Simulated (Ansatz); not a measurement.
# GaClF₂: how energies converge with the basis set

An exercise on one series of results from a longer session: the logs are not shown, and one member is left open.

Method: one geometry, several basis sets; program: Ansatz 0.2.0, Gaussian basis.

Levels to be run: PBE0-D4/def2-SVP; ωB97M-V/def2-SVP; PBE0-D4/def2-QZVPP; ωB97M-V/def2-QZVPP; the functionals' def2-TZVPP values are taken from earlier runs.

## The geometry

All runs share one geometry, relaxed beforehand with PBE0-D4 in a triple-zeta def2 set.

SMILES `[F][Ga]([F])[Cl]`, 4 atoms, charge 0, spin multiplicity 1.

Atoms are counted from 1 here; the program's logs count them from 0.

Bond lengths: F1–Ga2 1.729 Å, Ga2–F3 1.729 Å, Ga2–Cl4 2.096 Å. Angles: F1–Ga2–F3 116.7°, F1–Ga2–Cl4 121.7°, F3–Ga2–Cl4 121.7°.

The first run:

Input file in.yaml:

```yaml
crystal:
  periodic: [false, false, false]
  atoms:
    - {symbol: F, position_ang: [-0.892394, -0.482286, 1.437600]}
    - {symbol: Ga, position_ang: [0.041252, -0.052714, 0.047471]}
    - {symbol: F, position_ang: [1.684004, -0.590535, 0.019361]}
    - {symbol: Cl, position_ang: [-0.777262, 1.065336, -1.524732]}
basis:
  gaussian: {orbitals: def2-SVP}
hamiltonian: {xc: pbe0, dispersion: d4}
output: {orbitals: {seedname: orbitals}}
```

Launch:

```console
ansatz run in.yaml --threads 2 --pin off --events-out ev --progress --plain --max-ram 22528MiB --backend cpu
```

Steps of the session up to this table: PBE0-D4 in def2-SVP; ωB97M-V in def2-SVP; PBE0-D4 in def2-QZVPP; ωB97M-V in def2-QZVPP.

One table of the session follows, with a row left open; its other results are not shown here.

It belongs to the step «Functionals by basis». 

```
functional       basis  HOMO (eV)  LUMO (eV)
   PBE0-D4    def2-SVP      -9.95      -2.03
   PBE0-D4  def2-TZVPP          ?          ?
   PBE0-D4  def2-QZVPP     -10.12      -2.24
   ωB97M-V    def2-SVP     -12.20      -0.01
   ωB97M-V  def2-TZVPP     -12.39      -0.16
   ωB97M-V  def2-QZVPP     -12.44      -0.39
```

**Question.** Estimate the row for PBE0-D4, def2-TZVPP.

**Answer.** HOMO (eV): -10.09; LUMO (eV): -2.14. In the column «HOMO (eV)» it lies between PBE0-D4, def2-QZVPP (-10.12) and PBE0-D4, def2-SVP (-9.95).
